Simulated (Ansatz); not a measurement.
**CHGeSi+ (triplet): from Hartree-Fock to the top rungs, cc-pVDZ**

The task here is to estimate one member of a computed series from the others.

Computed with Ansatz 0.2.0, Gaussian basis. Level: cc-pVDZ, core rule «outside noble gas», up to 20 orbitals frozen.

The runs, in order: UHF; CCSD(T) on ROHF; CCSD(T) on UHF; BCCD(T) on ROHF; CISD; CCSDT(Q) on ROHF; CCSDT(Q) on UHF; CASSCF and NEVPT2, 10 electrons in 10 orbitals.

25 further runs of the same task are left out: 11 that didn't finish, 14 set aside as unsound or not needed.

**What is computed**

The geometry is a PBE0/def2-TZVP stationary point (not a proven minimum) of the parent state, kept for this charge and spin. No spin-orbit coupling is included. The filled d shell of Ge may be among the frozen orbitals whatever the setting's name suggests; the logs give the count.

4 atoms, charge 1, spin multiplicity 3.

Atoms are counted from 1 here; the program's logs count them from 0.

Bond lengths: C1–Ge2 2.088 Å, C1–Si3 1.744 Å, C1–H4 1.081 Å, Ge2–Si3 2.391 Å. Angles: Ge2–C1–Si3 76.6°, Ge2–C1–H4 130.3°, Si3–C1–H4 153.1°, C1–Ge2–Si3 45.2°, C1–Si3–Ge2 58.2°.

Set-up of the first run:

Contents of in.yaml:

```yaml
crystal:
  periodic: [false, false, false]
  atoms:
    - {symbol: C, position_ang: [0.000000, -1.167235, -0.918730]}
    - {symbol: Ge, position_ang: [0.000000, 0.051595, 0.777104]}
    - {symbol: Si, position_ang: [0.000000, 0.446300, -1.580923]}
    - {symbol: H, position_ang: [0.000000, -2.245258, -1.005219]}
basis:
  gaussian: {orbitals: cc-pVDZ}
total_charge: 1
magnetization: {spin_polarized: true, initial_magnetization: 2}
hamiltonian: {xc: hf}
output: {orbitals: {seedname: orbitals}}
```

Started as:

```console
ansatz run in.yaml --threads 1 --pin off --events-out ev --progress --plain --max-ram 2393MiB
```

Among the steps run: UHF; CCSD(T) on ROHF; CCSD(T) on UHF; BCCD(T) on ROHF; CISD; CCSDT(Q) on ROHF; CCSDT(Q) on UHF; CASSCF and NEVPT2, 10 electrons in 10 orbitals.

One of the session's tables, all rows but one given; the rest of the session is left out.

| method | from RCCSDT(Q) (kJ/mol) |
| --- | --- |
| ROHF | +832.7 |
| UHF | +805.7 |
| RMP2 | +129.1 |
| UMP2 | +151.5 |
| CISD | +139.4 |
| RCCSD | +55.1 |
| UCCSD | +54.1 |
| RCCSD(T) | +8.8 |
| UCCSD(T) | +9.5 |
| BCCD(T) | +8.1 |
| RCCSDT | ? |
| UCCSDT | +4.3 |
| RCCSDT(Q) | 0 |
| UCCSDT(Q) | -0.9 |
| CASSCF frontier | +550.4 |
| NEVPT2 frontier | +117.3 |

**Question.** Estimate the row for RCCSDT.

As computed: from RCCSDT(Q) (kJ/mol): +4.9. In the column «from RCCSDT(Q) (kJ/mol)» it lies between UCCSDT (+4.3) and BCCD(T) (+8.1).

Limits of these values: Warnings: spin contamination; coupled cluster took another determinant than the lowest. Restricted and unrestricted rows rest on different reference determinants; where their highest levels disagree by more than a few hundredths of an eV, they describe different states and don't form one ladder.
